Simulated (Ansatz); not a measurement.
# MnO2: the cost of one run

Program: Ansatz 0.2.0. Level of theory: DFT PBEsol+U, PAW, plane waves, scalar-relativistic; U − J = 3.9 eV on Mn d. These are calculated values, not measurements.

### 1 Starting point

It takes space group Pnma (No. 62, orthorhombic). Conventional cell: a = 9.320 Å, b = 2.850 Å, c = 4.460 Å, α = 90.00°, β = 90.00°, γ = 90.00°. Around Mn (site symmetry m) lie 6 O at 1.84 to 1.93 Å. O (site symmetry m) is surrounded by 3 Mn at 1.93 Å. Around O (site symmetry m) lie 3 Mn at 1.84 to 1.87 Å.

As a file:

```
CELL_PARAMETERS angstrom
9.32000 0.00000 0.00000
0.00000 2.85000 0.00000
0.00000 0.00000 4.46000
ATOMIC_POSITIONS crystal
Mn 0.64000 0.25000 0.48000
Mn 0.36000 0.75000 0.52000
Mn 0.14000 0.25000 0.02000
Mn 0.86000 0.75000 0.98000
O 0.53500 0.75000 0.29000
O 0.46500 0.25000 0.71000
O 0.03500 0.75000 0.21000
O 0.96500 0.25000 0.79000
O 0.78500 0.25000 0.19000
O 0.21500 0.75000 0.81000
O 0.28500 0.25000 0.31000
O 0.71500 0.75000 0.69000
```

In tables a label like O12 counts atoms in the order of input.yaml; a structure file may count by element.

Planned first: parallel moments, plain SCF; opposed moments +-+-, plain SCF; no spin polarisation; spin on, no moments given (the program may seed its own), plain SCF; opposed moments ++--, plain SCF. What is tried next depends on their ends.

“Plain SCF” means no search for lower states. 

Site moments are integrals over atomic spheres and don't add up to the total.

### 2 Parallel moments, plain SCF

Contents of input.yaml:

```yaml
crystal:
  lattice:
    - [9.32, 0.0, 0.0]
    - [0.0, 2.85, 0.0]
    - [0.0, 0.0, 4.46]
  atoms:
    - { symbol: Mn, position: [0.64, 0.25, 0.48], spin: 4.5 }
    - { symbol: Mn, position: [0.36, 0.75, 0.52], spin: 4.5 }
    - { symbol: Mn, position: [0.14, 0.25, 0.02], spin: 4.5 }
    - { symbol: Mn, position: [0.86, 0.75, 0.98], spin: 4.5 }
    - { symbol: O, position: [0.535, 0.75, 0.29] }
    - { symbol: O, position: [0.465, 0.25, 0.71] }
    - { symbol: O, position: [0.035, 0.75, 0.21] }
    - { symbol: O, position: [0.965, 0.25, 0.79] }
    - { symbol: O, position: [0.785, 0.25, 0.19] }
    - { symbol: O, position: [0.215, 0.75, 0.81] }
    - { symbol: O, position: [0.285, 0.25, 0.31] }
    - { symbol: O, position: [0.715, 0.75, 0.69] }
magnetization:
  spin_polarized: true
hamiltonian:
  xc: pbesol
  pseudopotentials: { kind: paw }
  hubbard: { sites: [{ species: Mn, l: d, u_eff: 3.9 }] }
basis:
  ecutwfc: 420
kpoints:
  mp_grid: { grid: [2, 6, 4] }
scf:
  occupations: { method: fermi_dirac, width: 0.05 }
  lower_state_search: "off"
output:
  forces: true
  stress: true
```

The run is started by

```sh
$ ansatz run input.yaml --threads 4 --pin off --max-ram 9216MiB --backend cpu --events-out ev --progress --plain --runs-dir out
```

What time and memory should one allow on 4 threads of Intel Xeon Platinum 8375C at 2.90GHz (Ice Lake), shared host?

About 15 s, with a peak of 0.82 GiB.
